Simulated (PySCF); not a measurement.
# From one method to the next for PbH5⁻

What do other methods print for PbH5⁻?

Program: PySCF 2.14.0. Level of theory: method and basis as typed in the scripts. These are calculated values, not measurements.

1 further run of the same task is left out (for a known fault of the program).

### 1 The starting structure

PbH5⁻: 6 atoms, charge -1, spin multiplicity 1.

Bond lengths: Pb1–H2 1.783 Å, Pb1–H3 1.783 Å, Pb1–H4 1.924 Å, Pb1–H5 1.783 Å, Pb1–H6 1.924 Å. Angles: H2–Pb1–H3 120.0°, H2–Pb1–H4 90.0°, H2–Pb1–H5 120.0°, H2–Pb1–H6 90.0°, H3–Pb1–H4 90.0°, H3–Pb1–H5 120.0°, H3–Pb1–H6 90.0°, H4–Pb1–H5 90.0°, H4–Pb1–H6 180.0°, H5–Pb1–H6 90.0°.

Coordinates:

```xyz
6
H5Pb
Pb    0.0000    0.0000    0.0000
H    -0.0009    0.0000    1.7827
H     1.5444    0.0000   -0.8905
H     0.0000    1.9244    0.0000
H    -1.5434    0.0000   -0.8922
H     0.0000   -1.9244    0.0000
```

### 2 The run that the others are compared with

Contents of input.py:

```python
from pyscf import gto, dft
from pyscf.prop.polarizability import rhf as pol

mol = gto.M(
    atom='Pb 0 0 0; H -0.0009 0 1.7827; H 1.5444 0 -0.8905; H 0 1.9244 0; H -1.5434 0 -0.8922; H 0 -1.9244 0',
    basis='lanl2dz',
    ecp={'Pb': 'lanl2dz'},
    charge=-1,
    spin=0,
    verbose=3,
)
mf = dft.RKS(mol, xc='x3lyp')
mf.kernel()
print('polarizability (a.u.)')
print(pol.Polarizability(mf).polarizability().round(4))
mf.dip_moment()
print('orbital energies (hartree):', mf.mo_energy[..., max(0, mol.nelec[1]-3):mol.nelec[0]+3].round(4))
```

Launch:

```
> OMP_NUM_THREADS=1 python input.py
```

### 3 CASCI (RHF)

Variant 1 changes step after the SCF: polarizability → casci; SCF type: RKS → RHF; functional: x3lyp → none (Hartree–Fock); active space: none → 6 electrons in 4 orbitals.

Contents of input.py:

```python
from pyscf import gto, scf, mcscf

mol = gto.M(
    atom='Pb 0 0 0; H -0.0009 0 1.7827; H 1.5444 0 -0.8905; H 0 1.9244 0; H -1.5434 0 -0.8922; H 0 -1.9244 0',
    basis='lanl2dz',
    ecp={'Pb': 'lanl2dz'},
    charge=-1,
    spin=0,
    verbose=3,
)
mf = scf.RHF(mol)
mf.kernel()
mc = mcscf.CASCI(mf, 4, 6)
mc.kernel()
mc.analyze()
mf.dip_moment()
print('orbital energies (hartree):', mf.mo_energy[..., max(0, mol.nelec[1]-3):mol.nelec[0]+3].round(4))
```

### 4 B3lyp

Variant 2 changes functional: x3lyp → b3lyp.

Edit input.py of step 2 so:

```diff
@@ -11,3 +11,3 @@
 )
-mf = dft.RKS(mol, xc='x3lyp')
+mf = dft.RKS(mol, xc='b3lyp')
 mf.kernel()
```

### 5 SCF alone

Variant 3 changes step after the SCF: polarizability → none.

Edit input.py of step 2 so:

```diff
@@ -1,3 +1,2 @@
 from pyscf import gto, dft
-from pyscf.prop.polarizability import rhf as pol
 
@@ -13,4 +12,2 @@
 mf.kernel()
-print('polarizability (a.u.)')
-print(pol.Polarizability(mf).polarizability().round(4))
 mf.dip_moment()
```

### 6 Slater,

Variant 4 changes functional: x3lyp → slater,.

Edit input.py of step 2 so:

```diff
@@ -11,3 +11,3 @@
 )
-mf = dft.RKS(mol, xc='x3lyp')
+mf = dft.RKS(mol, xc='slater,')
 mf.kernel()
```

### 7 B3lyp5

Variant 5 changes functional: x3lyp → b3lyp5.

Edit input.py of step 2 so:

```diff
@@ -11,3 +11,3 @@
 )
-mf = dft.RKS(mol, xc='x3lyp')
+mf = dft.RKS(mol, xc='b3lyp5')
 mf.kernel()
```

### 8 B3pw91

Variant 6 changes functional: x3lyp → b3pw91.

Edit input.py of step 2 so:

```diff
@@ -11,3 +11,3 @@
 )
-mf = dft.RKS(mol, xc='x3lyp')
+mf = dft.RKS(mol, xc='b3pw91')
 mf.kernel()
```

What does the calculation give? Wanted: for each run, E(SCF); from base; after the SCF.

The runs gave:

| run | E(SCF) (hartree) | from base (eV) | after the SCF |
| --- | --- | --- | --- |
| base | -6.327416 | 0 | n/a |
| CASCI (RHF) | -6.072337 | not comparable | CASCI correlation -0.027 eV |
| b3lyp | -6.353923 | not comparable | n/a |
| SCF alone | -6.327416 | 0.0000 | n/a |
| slater, (poor choice) | -5.814992 | not comparable | n/a |
| b3lyp5 | -6.320628 | not comparable | n/a |
| b3pw91 | -6.366230 | not comparable | n/a |

What this shows: A lower total energy from another functional means nothing by itself. Rows marked «poor choice» come from settings spoiled on purpose.
